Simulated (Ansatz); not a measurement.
# TePt: convergence and cost

An exercise on one series of results from a longer session: the logs are not shown, and one member is left open.

The COD entry's cell or inner coordinates are ideal or old and differ from later refinements, so a difference from it is no clean test against experiment.

Computed with Ansatz 0.2.0 (DFT r2SCAN, scalar-relativistic, plane waves, PAW, unless a step's input says otherwise).

### The structure to begin with

It takes space group R-3m (No. 166, trigonal). The conventional cell has a = 3.963 Å, b = 3.963 Å, c = 19.983 Å, α = 90.00°, β = 90.00°, γ = 120.00°. Te (site symmetry 3m) has 3 Pt at 2.59 Å as nearest neighbours. Pt (site symmetry 3m) has 3 Te at 2.59 Å and 3 Pt at 2.72 Å as nearest neighbours.

Coordinates:

```
Te Pt
1.0
     1.98157    1.14406    6.66103
    -1.98157    1.14406    6.66103
     0.00000   -2.28812    6.66103
Te Pt
2 2
Direct
  0.59800 0.59800 0.59800
  0.40200 0.40200 0.40200
  0.87033 0.87033 0.87033
  0.12967 0.12967 0.12967
```

Source of the structure: the Crystallography Open Database. It is taken as it stands there.

The first run:

input.yaml reads:

```yaml
crystal:
  lattice:
    - [1.9815661262, 1.1440577364, 6.6610305258]
    - [-1.9815661262, 1.1440577364, 6.6610305258]
    - [0.0, -2.2881154728, 6.6610305258]
  atoms:
    - { symbol: Te, position: [0.598, 0.598, 0.598] }
    - { symbol: Te, position: [0.402, 0.402, 0.402] }
    - { symbol: Pt, position: [0.8703333333, 0.8703333333, 0.8703333333] }
    - { symbol: Pt, position: [0.1296666667, 0.1296666667, 0.1296666667] }
basis:
  ecutwfc: 500
kpoints:
  mp_grid: { grid: [6, 6, 6] }
hamiltonian:
  xc: r2scan
scf:
  occupations: { method: gaussian, width: 0.1 }
output:
  forces: true
  stress: true
  eigenvalues: true
```

Among the steps run: A first look at the start; The base run; K-point mesh: 3×3×3; K-point mesh: 6×6×6; K-point mesh: 9×9×9.

One of the session's tables, all rows but one given; the rest of the session is left out.

| mesh | ΔE (meV/atom) | pressure (GPa) | largest change of a force component (eV/Å) |
| --- | --- | --- | --- |
| 3×3×3 | 7.78 | 2.72 | 0.123 |
| 6×6×6 | ? | ? | ? |
| 9×9×9 | -0.18 | 2.61 | 0.040 |
| 12×12×12 | 0.00 | 2.64 | 0.000 |

**Question.** Estimate the row for 6×6×6.

As computed: ΔE (meV/atom): 3.62; pressure (GPa): 2.73; largest change of a force component (eV/Å): 0.050. In the column «ΔE (meV/atom)» it lies between 12×12×12 (0.00) and 3×3×3 (7.78).

Caveats from the session: The error changes sign along the series, since a k mesh isn't variational, and a metal needs dense meshes to resolve its Fermi surface.
